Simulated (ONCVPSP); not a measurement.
# Gallium: generating and testing an ONCV potential

Do these settings give a usable potential? It is generated, then checked for transferability, scattering, ghosts and hardness.

The numbers are computed with ONCVPSP 4.0.1 (PBEsol, scalar-relativistic, spin-unpolarised reference atom).

### Step 1. The design

The settings as typed:

| Property | Result |
| --- | --- |
| element | gallium (Ga, Z = 31) |
| type | optimised norm-conserving Vanderbilt (ONCV) |
| frozen core | [Ne] 3s2 |
| valence charge | 19 |
| reference configuration | 3p6 3d10 4s2 4p0.75 (charge +0.25) |
| partial waves | 4s: rc 2.00 bohr, ncon 3, nbas 7, qcut 3.9 1/bohr, 1 projector; 3p+4p: rc 0.95 bohr, ncon 4, nbas 9, qcut 15.8 1/bohr, 3 projectors, debl 0.5 Ha; 3d: rc 1.00 bohr, ncon 4, nbas 9, qcut 16.7 1/bohr, 1 projector |
| local potential | polynomial inside 0.90 bohr (lpopt 5, dvloc0 0 Ha) |
| core correction | Teter function, fcfact 4, rcfact 1.1 |

### Step 2. The generation run

Ga.dat reads:

```
# ATOM AND REFERENCE CONFIGURATION
# atsym  z   nc   nv     iexc    psfile
  Ga 31.00    4    4  -116133      upf
#
#   n    l    f
    1    0    2.00
    2    0    2.00
    2    1    6.00
    3    0    2.00
    3    1    6.00
    3    2   10.00
    4    0    2.00
    4    1    0.75
#
# PSEUDOPOTENTIAL AND OPTIMIZATION
# lmax
    2
#
#   l,   rc,      ep,       ncon, nbas, qcut
    0    2.00    0.00    3    7    3.90
    1    0.95    0.00    4    9   15.80
    2    1.00    0.00    4    9   16.70
#
# LOCAL POTENTIAL
# lloc, lpopt,  rc(5),   dvloc0
    4    5    0.90    0.00
#
# VANDERBILT-KLEINMAN-BYLANDER PROJECTORs
# l, nproj, debl
    0    1    1.20
    1    3    0.50
    2    1    1.30
#
# MODEL CORE CHARGE
# icmod, fcfact, rcfact
    3    4.00    1.10
#
# LOG DERIVATIVE ANALYSIS
# epsh1, epsh2, depsh
   -5.00    5.00    0.04
#
# OUTPUT GRID
# rlmax, drl
    6.00    0.01
#
# TEST CONFIGURATIONS
# ncnf
    4
# nvcnf
#   n    l    f
    4
    3    1    6.00
    3    2   10.00
    4    0    2.00
    4    1    1.00
#
    4
    3    1    6.00
    3    2   10.00
    4    0    2.00
    4    1    0.00
#
    4
    3    1    6.00
    3    2   10.00
    4    0    1.00
    4    1    0.00
#
    4
    3    1    6.00
    3    2   10.00
    4    0    1.00
    4    1    2.00
#
```

Launch:

```
$ oncvpsp.x < Ga.dat > Ga.out
```

**Question.** What will these runs give? Wanted: cutoffs for 1 and 0.1 mHa per electron, occupied waves; bound ghosts; GHOST(+) flags; largest test error; largest phase difference near zero energy, channels read; rms error of d²Exc/dn², without and with the model core.

**Answer**, as computed:

| quantity | value |
| --- | --- |
| cutoffs for 1 and 0.1 mHa per electron, occupied waves | 106 Ha and 119 Ha |
| bound ghosts | s at -138.95 eV |
| GHOST(+) flags | none at low energy |
| largest test error (AE − PS) | -8.9 meV, for 3p6 3d10 4s1 4p2 |
| largest phase difference near zero energy, channels read | 0.005 rad |
| rms error of d²Exc/dn², without and with the model core | 3.07 and 2.66 mHa |

In words: It has a bound ghost (s), a state that the atom doesn't have, and that rules the file out. The worst unpolarised test, 3p6 3d10 4s1 4p2, is off by 8.9 meV on 5.7 eV; by total energies transferability rates as good. Atomic tests can pass in spite of a ghost, since they solve only for the levels asked. It counts as very hard, with 106 Ha needed at the looser tolerance. At the looser tolerance the 3d wave is the slowest; 3p needs 56 Ha. Near zero energy the phases of the channels with partial waves agree within 0.005 rad. All of this concerns the isolated atom, not yet a solid.
